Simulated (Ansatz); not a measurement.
Predict the output of the script below (the Ansatz DFT code, driven from Python).

`bh7sisn_freq.py`:
```python
"""Harmonic frequencies of BH7SiSn at its relaxed geometry."""

import ansatz as az
from ase import Atoms
from ase.thermochemistry import IdealGasThermo
import numpy as np

BASIS_SET = "def2-SVP"
XC = "B3LYP"
VDW = "d4"

bh7sisn = (
    az.Crystal.molecule()
    .atom("B", (-1.6244, 0.4774, -1.2169))
    .atom("Sn", (0.322, 0.8125, -0.3163))
    .atom("Si", (0.8807, -1.2129, 1.0318))
    .atom("H", (-2.4577, 0.1122, -0.5395))
    .atom("H", (-2.0, 1.269, -2.0937))
    .atom("H", (0.292, 2.2403, 0.7216))
    .atom("H", (1.5454, 1.0429, -1.5728))
    .atom("H", (0.9776, -2.3799, 0.1654))
    .atom("H", (2.2405, -1.0098, 1.7013))
    .atom("H", (-0.093, -1.4029, 2.1221))
)

base = bh7sisn.calculation()
base = base.basis(gaussian=BASIS_SET)
base = base.functional(XC, dispersion=VDW)
symbols = [site.symbol for site in bh7sisn.cartesian_sites]
start = np.array([site.position_ang for site in bh7sisn.cartesian_sites], dtype=float)
def progress(event):
    if event["event"] == "relax_step":
        row = event["data"]
        print(f"step {row['step']:3d}  E = {row['lagrangian_ev']:.6f} eV  max force {row['allowed_force_max_ev_ang']:.4f} eV/A")


r = base.relax(force_tolerance=0.003).session().plan().execute(on_event=progress).report
end = np.array(r["positions_ang"])

print("bond        before    after (A)")
for i, j in [(0, 1), (0, 3), (0, 4), (1, 2), (1, 5), (1, 6), (2, 7), (2, 8), (2, 9)]:
    d0, d1 = (np.linalg.norm(xyz[i] - xyz[j]) for xyz in (start, end))
    print(f"{symbols[i]}{i}-{symbols[j]}{j}".ljust(10), f"{d0:8.4f} {d1:8.4f}")

# same settings at the minimum
minimum = az.Crystal.molecule()
for symbol, xyz in zip(symbols, end):
    minimum = minimum.atom(symbol, xyz.tolist())
vibrating = (
    minimum.calculation()
    .basis(gaussian=BASIS_SET)
    .functional(XC, dispersion=VDW)
    .phonons(temperatures=(298.15, 498.15, 100))
)
vib = vibrating.run().report["vibrations"]
sums = vib["harmonic_sums"]
modes = [m["omega_inv_cm"] for m in sums["modes_at_gamma"] if m["rigid_motion"] == "no"]
print("frequencies (1/cm):", " ".join(f"{w:.0f}" for w in modes))
print("imaginary modes:", sum(w < 0 for w in modes), " zero-point energy:", round(sums["zero_point_energy_ev"], 4), "eV")
# rigid rotor and ideal gas, symmetry number taken as one
gas = IdealGasThermo(vib_energies=[w / 8065.544 for w in modes if w > 0], geometry="linear" if len(modes) == 3 * len(symbols) - 5 else "nonlinear",
                     atoms=Atoms(symbols, positions=end), symmetrynumber=1, spin=0.0)
print(f"H(298 K) - E = {gas.get_enthalpy(298.15, verbose=False):.4f} eV")
print(f"S(298 K, 1 bar) = {96485.33 * gas.get_entropy(298.15, 1e5, verbose=False):.1f} J/(mol K) with symmetry number 1")
```

Running `python bh7sisn_freq.py` prints:
```text
step   1  E = -14497.191169 eV  max force 2.7827 eV/A
step   2  E = -14497.666927 eV  max force 0.6899 eV/A
step   3  E = -14497.720433 eV  max force 0.2147 eV/A
step   4  E = -14497.729072 eV  max force 0.0802 eV/A
step   5  E = -14497.737645 eV  max force 0.0767 eV/A
step   6  E = -14497.739562 eV  max force 0.0460 eV/A
step   7  E = -14497.737625 eV  max force 0.4564 eV/A
step   8  E = -14497.744179 eV  max force 0.0276 eV/A
step   9  E = -14497.747056 eV  max force 0.1715 eV/A
step  10  E = -14497.737349 eV  max force 0.3609 eV/A
step  11  E = -14497.750970 eV  max force 0.0902 eV/A
step  12  E = -14497.753953 eV  max force 0.0472 eV/A
step  13  E = -14497.757120 eV  max force 0.1372 eV/A
step  14  E = -14497.756949 eV  max force 0.3025 eV/A
step  15  E = -14497.759587 eV  max force 0.0757 eV/A
step  16  E = -14497.761870 eV  max force 0.0877 eV/A
step  17  E = -14497.756892 eV  max force 0.3367 eV/A
step  18  E = -14497.763627 eV  max force 0.0397 eV/A
step  19  E = -14497.764862 eV  max force 0.0421 eV/A
step  20  E = -14497.765568 eV  max force 0.1149 eV/A
step  21  E = -14497.766105 eV  max force 0.0519 eV/A
step  22  E = -14497.766472 eV  max force 0.0029 eV/A
step  23  E = -14497.766547 eV  max force 0.0370 eV/A
step  24  E = -14497.764308 eV  max force 0.1356 eV/A
step  25  E = -14497.766588 eV  max force 0.0161 eV/A
step  26  E = -14497.766647 eV  max force 0.0009 eV/A
step  27  E = -14497.766651 eV  max force 0.0012 eV/A
bond        before    after (A)
B0-Sn1       2.1707   2.2531
B0-H3        1.1343   1.2048
B0-H4        1.2395   1.2048
Sn1-Si2      2.4964   2.6006
Sn1-H5       1.7654   1.7243
Sn1-H6       1.7688   1.7244
Si2-H7       1.4567   1.4931
Si2-H8       1.5292   1.4926
Si2-H9       1.4741   1.4931
frequencies (1/cm): 70 87 111 291 300 400 419 494 554 570 664 722 855 885 947 949 1144 1874 1878 2207 2220 2221 2578 2687
imaginary modes: 0  zero-point energy: 1.5577 eV
H(298 K) - E = 1.7905 eV
S(298 K, 1 bar) = 362.6 J/(mol K) with symmetry number 1
```

Notes:
- Total energies depend on the basis set; only differences at equal settings carry meaning.
- The frequencies are harmonic and unscaled, in a modest basis. The result belongs to the one conformer reached from this start, and soft torsions count as harmonic oscillators.
- def2 sets replace the cores of elements past krypton by effective core potentials.
- b3lyp holds the VWN-RPA fit, as in Gaussian; the form of ORCA and Turbomole is b3lyp5.
- The entropy takes a symmetry number of 1; a symmetric molecule's is lower by R ln(sigma).
- Timing: 4.2 min on 1 thread of Arm Neoverse V2 (shared host), peak memory 0.32 GiB.

(Lines on the test bed's own set-up are left out of the output.)
